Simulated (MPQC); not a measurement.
# CH3BeF (BeMeF) at 6 levels

Aim: a comparison of 6 runs (HF/STO-3G, HF/def2-SVP, HF/pcseg-1, SVWN5/6-31G, PBE0/def2-SVP, MP2/def2-SVP) of CH3BeF (BeMeF). 

Program for the calculation: MPQC 2.3.1.

## (1) The structure to begin with

CH3BeF has 6 atoms, charge 0, and is taken as a singlet. As SMILES, `[CH3][Be][F]`. The shape comes from GFN2-xTB, which is rough for such elements, and wasn't checked as a minimum.

Bond lengths: Be1–C2 1.721 Å, Be1–F6 1.377 Å, C2–H3 1.088 Å, C2–H4 1.089 Å, C2–H5 1.089 Å. Angles: C2–Be1–F6 179.4°, Be1–C2–H3 114.2°, Be1–C2–H4 113.8°, Be1–C2–H5 113.7°, H3–C2–H4 104.7°, H3–C2–H5 104.7°, H4–C2–H5 104.7°.

## (2) Energy and forces at HF/STO-3G (run 1)

run.in reads:

```
% CH3BeF
molecule<Molecule>: (
    symmetry = c1
    unit = bohr
    { atoms geometry } = {
        Be [ -0.01797130 0.01543906 -2.15039495 ]
        C  [ 0.00376055 0.00187083 1.10087885 ]
        H  [ -0.81275231 1.68299009 1.95577205 ]
        H  [ 1.88738286 -0.13643823 1.91678700 ]
        H  [ -1.03995408 -1.56620501 1.92908912 ]
        F  [ -0.02048463 0.00234326 -4.75213208 ]
    }
)
basis<GaussianBasisSet>: (
    name = "STO-3G"
    molecule = $:molecule
    basisdir = "."
    puream = yes
)
mpqc: (
    checkpoint = no
    savestate = no
    restart = no
    do_energy = yes
    do_gradient = yes
    optimize = no
    mole<CLHF>: (
        molecule = $:molecule
        basis = $:basis
        total_charge = 0
        memory = 1000000000
        print_evals = yes
        print_npa = yes
        maxiter = 120
        value_accuracy = 1e-08
        guess_wavefunction<CLHF>: (
            molecule = $:molecule
            total_charge = 0
            memory = 1000000000
            value_accuracy = 1e-3
            basis<GaussianBasisSet>: (
                name = "STO-3G"
                molecule = $:molecule
            )
        )
    )
)
```

The basis set STO-3G is read from a file made from the Basis Set Exchange's data (not shown).

On the command line:

```bash
mpqc run.in > run.out
```

Output:

```text
MPQC: Massively Parallel Quantum Chemistry
[...]
  LUMO is    12   A =   0.293401
  total scf energy = -151.7046173882
[...]
Value of the MolecularEnergy: -151.7046173882
  Gradient of the MolecularEnergy:
      1   -0.0001568028
      2    0.0004557914
      3    0.0508847155
      4   -0.0004983243
      5    0.0011849237
      6   -0.0119727070
      7    0.0006794051
      8   -0.0011783435
      9    0.0078647642
     10   -0.0002487940
     11   -0.0000279349
     12    0.0080582325
[...]
      symmetry = c1
[...]
```

Wall time 0.18 s (1 thread of Arm Neoverse V1, shared host).

## (3) Energy and gradient at HF/def2-SVP (run 2)

job.in reads:

```
molecule<Molecule>: (
    symmetry = c1
    unit = angstrom
    { atoms geometry } = {
        Be [ -0.009510     0.008170    -1.137940 ]
        C  [ 0.001990     0.000990     0.582560 ]
        H  [ -0.430090     0.890600     1.034950 ]
        H  [ 0.998760    -0.072200     1.014320 ]
        H  [ -0.550320    -0.828800     1.020830 ]
        F  [ -0.010840     0.001240    -2.514720 ]
    }
)
basis<GaussianBasisSet>: (
    name = "def2-SVP"
    molecule = $:molecule
    basisdir = "."
    puream = yes
)
mpqc: (
    checkpoint = no
    savestate = no
    restart = no
    do_energy = yes
    do_gradient = yes
    optimize = no
    mole<CLHF>: (
        molecule = $:molecule
        basis = $:basis
        total_charge = 0
        memory = 1000000000
        print_evals = yes
        print_npa = yes
        maxiter = 120
        value_accuracy = 1e-08
        guess_wavefunction<CLHF>: (
            molecule = $:molecule
            total_charge = 0
            memory = 1000000000
            value_accuracy = 1e-3
            basis<GaussianBasisSet>: (
                name = "3-21G"
                molecule = $:molecule
            )
        )
    )
)
```

The basis set def2-SVP is read from a file made from the Basis Set Exchange's data (not shown).

On the command line:

```bash
mpqc job.in > job.out
```

Output:

```text
MPQC: Massively Parallel Quantum Chemistry
[...]
  LUMO is    12   A =   0.085149
  total scf energy = -153.6474571482
[...]
Value of the MolecularEnergy: -153.6474571482
  Gradient of the MolecularEnergy:
      1   -0.0003034713
      2    0.0002564632
      3   -0.0215151349
      4   -0.0001963673
      5    0.0006743384
      6    0.0049813075
      7    0.0035178817
      8   -0.0070800698
      9    0.0024927782
     10   -0.0071364820
     11    0.0004920313
     12    0.0028379002
[...]
      symmetry = c1
[...]
```

Run time: 2.8 s. Hardware: 1 thread of Arm Neoverse V1, shared host; peak memory 0.12 GiB.

## (4) Energy and forces at HF/pcseg-1 (run 3)

input.in reads:

```
% CH3BeF
molecule<Molecule>: (
  symmetry = c1
  unit = angstrom
  { atoms geometry } = {
    Be [ -0.009510 0.008170 -1.137940 ]
    C  [ 0.001990 0.000990 0.582560 ]
    H  [ -0.430090 0.890600 1.034950 ]
    H  [ 0.998760 -0.072200 1.014320 ]
    H  [ -0.550320 -0.828800 1.020830 ]
    F  [ -0.010840 0.001240 -2.514720 ]
  }
)
basis<GaussianBasisSet>: (
  name = "pcseg-1"
  molecule = $:molecule
  basisdir = "."
  puream = yes
)
mpqc: (
  checkpoint = no
  savestate = no
  restart = no
  do_energy = yes
  do_gradient = yes
  optimize = no
  mole<CLHF>: (
    molecule = $:molecule
    basis = $:basis
    total_charge = 0
    memory = 1000000000
    print_evals = yes
    print_npa = yes
    maxiter = 120
    value_accuracy = 1e-08
    guess_wavefunction<CLHF>: (
      molecule = $:molecule
      total_charge = 0
      memory = 1000000000
      value_accuracy = 1e-3
      basis<GaussianBasisSet>: (
        name = "3-21G"
        molecule = $:molecule
      )
    )
  )
)
```

The basis set pcseg-1 is read from a file made from the Basis Set Exchange's data (not shown).

On the command line:

```bash
mpqc input.in > input.out
```

Output:

```text
MPQC: Massively Parallel Quantum Chemistry
[...]
  LUMO is    12   A =   0.105351
  total scf energy = -153.7248440327
[...]
Value of the MolecularEnergy: -153.7248440327
  Gradient of the MolecularEnergy:
      1   -0.0002690223
      2    0.0001815358
      3   -0.0242594754
      4   -0.0002384455
      5    0.0007110903
      6    0.0006167971
      7    0.0020945408
      8   -0.0041583805
      9    0.0031735787
     10   -0.0038940114
     11    0.0002590625
     12    0.0034374461
[...]
      symmetry = c1
[...]
```

Wall time 2.6 s (1 thread of Arm Neoverse V1, shared host); peak memory 0.11 GiB.

Runs 4 to 5 aren't shown in full; the table further down has their settings and results.

## (5) Energy and gradient at MP2/def2-SVP (run 6)

mol.in reads:

```
molecule<Molecule>: (
  symmetry = c1
  unit = angstrom
  { atoms geometry } = {
    Be [ -0.009510 0.008170 -1.137940 ]
    C  [ 0.001990 0.000990 0.582560 ]
    H  [ -0.430090 0.890600 1.034950 ]
    H  [ 0.998760 -0.072200 1.014320 ]
    H  [ -0.550320 -0.828800 1.020830 ]
    F  [ -0.010840 0.001240 -2.514720 ]
  }
)
basis<GaussianBasisSet>: (
  name = "def2-SVP"
  molecule = $:molecule
  basisdir = "."
  puream = yes
)
mpqc: (
  checkpoint = no
  savestate = no
  restart = no
  do_energy = yes
  do_gradient = yes
  optimize = no
  mole<MBPT2>: (
    molecule = $:molecule
    basis = $:basis
    memory = 1000000000
    method = mp
    nfzc = 2
    reference<CLHF>: (
      molecule = $:molecule
      basis = $:basis
      total_charge = 0
      memory = 1000000000
      print_evals = yes
      maxiter = 120
      value_accuracy = 1e-08
      guess_wavefunction<CLHF>: (
        molecule = $:molecule
        total_charge = 0
        memory = 1000000000
        value_accuracy = 1e-3
        basis<GaussianBasisSet>: (
          name = "STO-3G"
          molecule = $:molecule
        )
      )
    )
  )
)
```

The basis set def2-SVP is read from a file made from the Basis Set Exchange's data (not shown).

On the command line:

```bash
mpqc mol.in > mol.out
```

Output:

```text
MPQC: Massively Parallel Quantum Chemistry
[...]
  LUMO is    12   A =   0.085149
  total scf energy = -153.6474571482
[...]
  MP2 correlation energy [au]:         -0.367814162735
  MP2 energy [au]:                   -154.015271310904
[...]
Value of the MolecularEnergy: -154.0152713109
  Gradient of the MolecularEnergy:
      1   -0.0003000962
      2    0.0001915759
      3   -0.0315126957
      4   -0.0001362752
      5    0.0006304676
      6    0.0131088257
      7    0.0049219364
      8   -0.0099901489
      9   -0.0000243594
     10   -0.0103888973
     11    0.0007367813
     12    0.0004145760
[...]
        symmetry = c1
[...]
```

Wall time 7.2 s (1 thread of Arm Neoverse V1, shared host); peak memory 0.18 GiB.

## (6) All runs side by side

| run | level | starting guess | integration grid | energy (Eh) | HOMO energy (eV) | LUMO energy (eV) | HOMO–LUMO gap (eV) | wall time |
| --- | --- | --- | --- | --- | --- | --- | --- | --- |
| 1 | HF/STO-3G | STO-3G | – | -151.704617 | -10.70 | 7.98 | 18.68 | 0.18 s |
| 2 | HF/def2-SVP | 3-21G | – | -153.647457 | -12.39 | 2.32 | 14.71 | 2.8 s |
| 3 | HF/pcseg-1 | 3-21G | – | -153.724844 | -12.40 | 2.87 | 15.27 | 2.6 s |
| 4 | SVWN5/6-31G | STO-3G | xfine | -153.316688 | -7.46 | 0.06 | 7.52 | 6.9 s |
| 5 | PBE0/def2-SVP | STO-3G | xfine | -154.283319 | -9.00 | 0.22 | 9.22 | 23 s |
| 6 | MP2/def2-SVP | STO-3G | – | -154.015271 | -12.39 | 2.32 | 14.71 | 7.2 s |

## (7) Outcome

| quantity | value |
| --- | --- |
| run 6: total energy | -154.01527 Eh |
| run 6: HOMO energy (Hartree–Fock orbitals) | -12.39 eV |
| run 6: LUMO energy (Hartree–Fock orbitals) | 2.32 eV |
| run 6: HOMO–LUMO gap (Hartree–Fock orbitals) | 14.71 eV |
| run 6: correlation energy (2 core orbitals frozen) | -367.8 mEh |
| run 6: largest force on an atom | 1.621 eV/Å |

What this shows: Over runs 1, 2, 3, 4, 5 the HOMO–LUMO gap runs from 7.52 eV (SVWN5/6-31G) to 18.68 eV (HF/STO-3G). The two ends differ in method and basis. Totals of different functionals can't be ranked against each other. In run 1 the basis is minimal, so the values are rough. All runs together took 43 s, the longest 23 s.
